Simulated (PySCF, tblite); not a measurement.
# C₄H₁₂N₂Si₂: geometry, infrared bands and NMR shifts

What infrared bands and NMR shifts should C₄H₁₂N₂Si₂ (`N#C[SiH2][SiH2]CCCN`) show?

The runs use tblite 0.8.0 and PySCF 2.14.0, with density-fitted response routines of our own; the level of theory stands in each step. All values are computed, except where a source is named. Atoms count from 0, in the outputs and in this text.

**1. The molecule as given**

20 atoms, charge 0, multiplicity 1; geometry from: force field or distance geometry start.

Bonds of the start (Å): N0–C1 1.15, C1–Si2 1.83, Si2–Si3 2.22, Si3–C4 1.87, C4–C5 1.53, C5–C6 1.51, C6–N7 1.44, Si2–H8 1.50, Si2–H9 1.46, Si3–H10 1.50, Si3–H11 1.47, C4–H12 1.09, C4–H13 1.13, C5–H14 1.12, C5–H15 1.09, C6–H16 1.11, C6–H17 1.13, N7–H18 1.04, N7–H19 1.04.

**2. Optimising the geometry with GFN2-xTB**

Job settings and geometry (Å):

```
{"job": {"kind": "relax", "xc": "GFN2-xTB", "basis": "xTB"}, "charge": 0, "multiplicity": 1}
N     -3.096000     3.073500    -0.005900
C     -3.093500     1.925600     0.030600
Si    -3.057200     0.101300     0.103900
Si    -1.477200    -0.773600    -1.182400
C      0.094500    -1.108700    -0.218100
C      1.007000     0.081000    -0.503900
C      2.299200    -0.141600     0.246900
N      3.259400     0.915600     0.077400
H     -4.343200    -0.353900    -0.509600
H     -3.099400    -0.398600     1.471600
H     -1.943400    -2.069000    -1.768100
H     -1.153100     0.200100    -2.238800
H     -0.049500    -1.175000     0.865300
H      0.588900    -2.072400    -0.543500
H      0.513200     0.989600    -0.085800
H      1.122300     0.149800    -1.582900
H      2.110100    -0.261100     1.338100
H      2.757100    -1.084500    -0.177100
H      4.189000     0.480000    -0.109900
H      3.366700     1.532800     0.905100
```

Command:

```
> OMP_NUM_THREADS=1 python probes_run.py task.json out
```

The driver reads the jobs from task.json and runs them one after another.

**Question.** This job is followed by: GFN2-xTB harmonic vibrations, gas phase; GIAO PBE0/pcSseg-1 NMR shielding, non-relativistic, gas phase. Predict these results of the whole session: strongest single infrared mode (GFN2-xTB); zero-point energy (GFN2-xTB); 13C shifts against TMS (PBE0/pcSseg-1); 1H shifts against TMS (PBE0/pcSseg-1, means over atoms taken as alike); 15N shifts against NH3 (PBE0/pcSseg-1); 29Si shifts against TMS (PBE0/pcSseg-1); surface potential, 1st and 99th percentile.

As calculated:

| quantity | value |
| --- | --- |
| strongest single infrared mode (GFN2-xTB) | 2215 cm⁻¹, 493 km/mol |
| zero-point energy (GFN2-xTB) | 94.3 kcal/mol |
| 13C shifts against TMS (PBE0/pcSseg-1) | 123.9, 53.3, 33.9, 11.0 ppm |
| 1H shifts against TMS (PBE0/pcSseg-1, means over atoms taken as alike) | 4.21, 4.13, 3.01, 1.82, 0.92, 0.65 ppm |
| 15N shifts against NH3 (PBE0/pcSseg-1) | 370.6, 38.9 ppm |
| 29Si shifts against TMS (PBE0/pcSseg-1) | -74.7, -104.4 ppm |
| surface potential, 1st and 99th percentile | -1.77 V and 1.52 V |

What this shows: The optimisation took 191 steps and gained 0.635 eV; among the close pairs (by a distance rule), Si2–Si3 changed most, from 2.217 to 2.320 Å. No mode is imaginary among the 54: a minimum at this level. The strongest single mode, at 2215 cm⁻¹, moves mainly H11. Unscaled tight-binding wavenumbers are off by several per cent, some by more. Its intensities can rank the bands wrongly. C1 (nitrile carbon) lies farthest downfield among carbon, at 123.9 ppm; C≡N carbons fall here, among the sp2 signals but without a proton. At PBE0/pcSseg-1: The largest span, 594 ppm, is at N0, where the paramagnetic term is -441 ppm. By nearest atom (PBE0/pcSseg-1), the HOMO sits on N7 65 %; H16 11 % and the LUMO on Si2 17 %; N0 13 %.
